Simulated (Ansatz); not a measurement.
**CH₇AlOSSi: a ladder of functionals and wavefunction methods**

Aim: compute CH₇AlOSSi with functionals from several rungs and with coupled cluster, and see how far each lands from CCSD(T) at the basis-set limit for the atomisation energy.

Program: Ansatz 0.2.0, Gaussian basis. Level of theory: functionals in def2-TZVPP, the program's frozen cores in correlated methods. These are calculated values, not measurements.

Levels to be run: LDA (SPW92), PBE-D4, revPBE-D4, BLYP-D4, r2SCAN-D4, B97M-V, PBE0-D4, B3LYP-D4, r2SCANh-D4, r2SCAN0-D4, HSE06-D4, BHLYP-D4, CAM-B3LYP-D4, LC-ωPBE, ωB97X-V, ωB97M-V, B2PLYP, PBE-QIDH; CCSD(T)/def2-SVP; CCSD(T)/def2-TZVPP; MP2/def2-QZVPP; extrapolation to the limit; RPA on PBE.

### Step 1. The relaxed structure

All runs share one geometry, relaxed beforehand with PBE0-D4 in a triple-zeta def2 set.

12 atoms, charge 0, spin multiplicity 1.

Atoms are counted from 1 here; the program's logs count them from 0.

Bond lengths: C1–O2 1.399 Å, C1–H6 1.095 Å, C1–H7 1.097 Å, C1–H8 1.095 Å, O2–Al3 1.691 Å, Al3–Si4 2.441 Å, Al3–H9 1.587 Å, Si4–S5 2.152 Å, Si4–H10 1.491 Å, Si4–H11 1.491 Å, S5–H12 1.345 Å. Angles: O2–C1–H6 110.0°, O2–C1–H7 112.4°, O2–C1–H8 110.0°, H6–C1–H7 108.2°, H6–C1–H8 108.0°, H7–C1–H8 108.2°, C1–O2–Al3 135.4°, O2–Al3–Si4 109.6°, O2–Al3–H9 119.2°, Si4–Al3–H9 131.2°, Al3–Si4–S5 105.5°, Al3–Si4–H10 113.3°, Al3–Si4–H11 113.3°, S5–Si4–H10 109.4°, S5–Si4–H11 109.6°, H10–Si4–H11 105.6°, Si4–S5–H12 93.7°.

### Step 2. LDA

This LDA is Slater exchange with PW92 correlation.

Input file in.yaml:

```yaml
crystal:
  periodic: [false, false, false]
  atoms:
    - {symbol: C, position_ang: [-1.014008, -0.813541, 1.998553]}
    - {symbol: O, position_ang: [-0.464752, -0.335202, 0.803629]}
    - {symbol: Al, position_ang: [1.097524, -0.022175, 0.236793]}
    - {symbol: Si, position_ang: [0.983541, 0.820135, -2.051238]}
    - {symbol: S, position_ang: [-1.111547, 0.884734, -2.538382]}
    - {symbol: H, position_ang: [-1.587520, -1.726252, 1.808436]}
    - {symbol: H, position_ang: [-0.246795, -1.041411, 2.748530]}
    - {symbol: H, position_ang: [-1.695298, -0.068939, 2.422192]}
    - {symbol: H, position_ang: [2.337036, -0.294237, 1.190410]}
    - {symbol: H, position_ang: [1.572433, 2.181072, -2.210054]}
    - {symbol: H, position_ang: [1.699394, -0.044021, -3.033760]}
    - {symbol: H, position_ang: [-1.493108, 0.404640, -1.341108]}
basis:
  gaussian: {orbitals: def2-TZVPP}
hamiltonian: {xc: lda}
output: {orbitals: {seedname: orbitals}}
```

Further steps of the session: PBE-D4 (GGA); revPBE-D4 (GGA); BLYP-D4 (GGA); r2SCAN-D4 (meta-GGA); B97M-V (meta-GGA); PBE0-D4 (hybrid); B3LYP-D4 (hybrid); r2SCANh-D4 (hybrid); r2SCAN0-D4 (hybrid); HSE06-D4 (hybrid); BHLYP-D4 (hybrid); CAM-B3LYP-D4 (range-separated); LC-ωPBE (range-separated); ωB97X-V (range-separated); ωB97M-V (range-separated); B2PLYP (double hybrid); PBE-QIDH (double hybrid); CCSD(T) in def2-SVP; CCSD(T) in def2-TZVPP; MP2 in def2-QZVPP; RPA on PBE orbitals.

Before running them: what should the planned runs give, taken together? Wanted: atomisation energy, CCSD(T)/CBS; farthest beyond LDA; mean size of error, GGA; mean size of error, meta-GGA; mean size of error, hybrid; mean size of error, range-separated; mean size of error, double hybrid; gap, smallest and largest; T1 diagnostic.

**Answer**, as computed:

| quantity | value |
| --- | --- |
| atomisation energy, CCSD(T)/CBS | 3947.0 kJ/mol |
| functionals within 19.7 kJ/mol (0.5 %) | PBE-D4, r2SCAN-D4, r2SCANh-D4, CAM-B3LYP-D4, ωB97X-V, ωB97M-V |
| farthest beyond LDA | BHLYP-D4 (-108.2 kJ/mol) |
| mean size of error, GGA | 41.7 kJ/mol |
| mean size of error, meta-GGA | 14.5 kJ/mol |
| mean size of error, hybrid | 44.8 kJ/mol |
| mean size of error, range-separated | 17.2 kJ/mol |
| mean size of error, double hybrid | 60.8 kJ/mol |
| gap, smallest and largest | 3.58 eV (LDA (SPW92)), 10.36 eV (LC-ωPBE) |
| T1 diagnostic | 0.0131 |
| triples share of the correlation energy | 3.8 % |

**Reading.** LDA overbinds by 502.6 kJ/mol (13 %). PBE-D4 is off by +14.9 kJ/mol. Double hybrids carry the basis error of their MP2 part in triple zeta, and no dispersion term here, so their miss is partly the set-up's. The rungs meta-GGA, range-separated miss on average by less than the doubt on the reference (19.7 kJ/mol), so they tie. The reference freezes the cores and leaves out relativity and excitations past (T), so misses under about 19.7 kJ/mol can't be ranked. Hartree-Fock recovers 73 % of the binding; the rest is correlation. CCSD(T) in def2-SVP is off by -262.6 kJ/mol, more than most functionals: a good method in a small basis is no reference. The gap grows from 3.6 to 10.4 eV across the functionals, mostly with the share of exact exchange.
